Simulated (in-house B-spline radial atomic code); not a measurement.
**C³⁺: ionisation energy by several methods**

The task here is to estimate one member of a computed series from the others.

Method: non-relativistic, several functionals, spin-polarised; spherical all-electron atom at the radial basis limit. Code: in-house B-spline radial atomic code version 1.

**What is computed**

* element: carbon (Z = 6)
* charge: +3
* electrons: 3
* configuration: [He] 2s1
* nucleus: point

Outer shells as boxes (Hund's rule):

[He] 2s1
```
[He] core
2s [↑ ]
```

Where spins are not typed, each open shell is filled with up spins first.

Set-up of the first run:

The run's settings:

```ini
Z = 6
electrons = 3.0
configuration = [He] 2s1
hamiltonian = nr
method = bhandhlyp
spin_polarised = True
```

Steps of the session up to this table: BHandHLYP; LDA (PW92); LC-ωPBE; r2SCAN; exchange-only LDA; LDA (VWN5); PBE; RPBE; BP86; AM05.

One table of the session follows, with a row left open; its other results are not shown here.

```
           method  ΔSCF (eV)
       LDA (PW92)     64.362
exchange-only LDA          ?
       LDA (VWN5)     64.364
              PBE     64.921
             RPBE     65.028
             BP86     64.654
             AM05     64.334
           r2SCAN     64.366
        BHandHLYP     65.031
          LC-ωPBE     65.023
```

Estimate the missing values for exchange-only LDA.

As computed: ΔSCF (eV): 63.539. In the column «ΔSCF (eV)» it is the lowest.

For the semilocal functionals minus the highest level recovers only 89 to 90 % of their own ΔSCF value, a mark of self-interaction.

Members of this set that are not shown: 1 did not converge.

Limits of these values: Meta-GGA runs start from a PBE run whose iterations are not counted.
